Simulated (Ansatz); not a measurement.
Run this with Ansatz's Python interface and show what comes out.

Script `ch5bosi_freq.py`:
```python
"""Harmonic frequencies of CH5BOSi at its relaxed geometry."""

import warnings

import ansatz as az
import numpy as np

warnings.simplefilter("ignore", az.DeckWarning)

geometry_ang = [
    ("B", (-0.7953, 0.8879, -1.01)),
    ("Si", (0.3051, -0.4917, -0.3727)),
    ("C", (0.4489, -0.4071, 1.4493)),
    ("O", (-0.0171, 0.4707, 2.0959)),
    ("H", (-1.0616, 1.0225, -2.1957)),
    ("H", (-1.325, 1.716, -0.2652)),
    ("H", (1.6633, -0.3519, -0.9849)),
    ("H", (-0.2302, -1.7709, -0.7533)),
    ("H", (1.1004, -1.1218, 2.0196)),
]
ch5bosi = az.Crystal.molecule()
for symbol, xyz in geometry_ang:
    ch5bosi = ch5bosi.atom(symbol, xyz)

calculation = (
    ch5bosi.calculation()
    .basis(gaussian="def2-SVP")
    .functional("cam_b3lyp")
)
symbols = [site.symbol for site in ch5bosi.cartesian_sites]
start = np.array([site.position_ang for site in ch5bosi.cartesian_sites], dtype=float)
summary = calculation.relax(force_tolerance=0.003).run(threads=1).report
end = np.array(summary["positions_ang"])

print("bond        before    after (A)")
for i, j in [(0, 1), (0, 4), (0, 5), (1, 2), (1, 6), (1, 7), (2, 3), (2, 8)]:
    d0, d1 = (np.linalg.norm(xyz[i] - xyz[j]) for xyz in (start, end))
    print(f"{symbols[i]}{i}-{symbols[j]}{j}".ljust(10), f"{d0:8.4f} {d1:8.4f}")
for i, j, k in [(1, 0, 4), (1, 0, 5), (4, 0, 5), (0, 1, 2), (0, 1, 6), (0, 1, 7), (2, 1, 6), (2, 1, 7)]:
    u, v = end[i] - end[j], end[k] - end[j]
    print(f"angle {symbols[i]}{i}-{symbols[j]}{j}-{symbols[k]}{k}: {np.degrees(np.arccos(np.clip(u @ v / np.linalg.norm(u) / np.linalg.norm(v), -1, 1))):.2f} deg")

# same settings at the minimum
minimum = az.Crystal.molecule()
for symbol, xyz in zip(symbols, end):
    minimum = minimum.atom(symbol, xyz.tolist())
vibrating = (
    minimum.calculation()
    .basis(gaussian="def2-SVP")
    .functional("cam_b3lyp")
    .phonons(temperatures=(100, 500, 100))
)
vib = vibrating.run(threads=1).report["vibrations"]
sums = vib["harmonic_sums"]
modes = [m["omega_inv_cm"] for m in sums["modes_at_gamma"] if m["rigid_motion"] == "no"]
print("frequencies (1/cm):", " ".join(f"{w:.0f}" for w in modes))
print("imaginary modes:", sum(w < 0 for w in modes), " zero-point energy:", round(sums["zero_point_energy_ev"], 4), "eV")
print("T (K)   F_vib (eV)   S_vib (meV/K)   C_vib (meV/K)")
for row in zip(sums["temperatures_k"], sums["vibrational_free_energy_ev"], vib["entropy_ev_per_k"], vib["heat_capacity_ev_per_k"]):
    print(f"{row[0]:6.1f} {row[1]:11.4f} {1000 * row[2]:13.4f} {1000 * row[3]:15.4f}")
```

```console
$ python ch5bosi_freq.py
bond        before    after (A)
B0-Si1       1.8763   2.0098
B0-H4        1.2227   1.2047
B0-H5        1.2333   1.2028
Si1-C2       1.8296   1.9345
Si1-H6       1.4963   1.4971
Si1-H7       1.4380   1.4930
C2-O3        1.1857   1.2056
C2-H8        1.1227   1.1262
angle Si1-B0-H4: 120.82 deg
angle Si1-B0-H5: 120.90 deg
angle H4-B0-H5: 118.25 deg
angle B0-Si1-C2: 111.45 deg
angle B0-Si1-H6: 108.12 deg
angle B0-Si1-H7: 115.04 deg
angle C2-Si1-H6: 105.82 deg
angle C2-Si1-H7: 108.86 deg
frequencies (1/cm): 32 88 138 328 390 577 590 626 694 856 912 926 940 1171 1396 1825 2208 2229 2606 2707 2843
imaginary modes: 0  zero-point energy: 1.4929 eV
T (K)   F_vib (eV)   S_vib (meV/K)   C_vib (meV/K)
 100.0      1.4801        0.2707          0.2542
 200.0      1.4411        0.5059          0.4554
 300.0      1.3792        0.7310          0.6648
 400.0      1.2952        0.9468          0.8370
 500.0      1.1903        1.1489          0.9742
```

The frequencies are harmonic and unscaled, in a modest basis. The result belongs to the one conformer reached from this start, and soft torsions count as harmonic oscillators. Timing: 7.5 min on 1 thread of Arm Neoverse N1 (shared host), peak memory 0.26 GiB.

(Lines on the test bed's own set-up are left out of the output.)
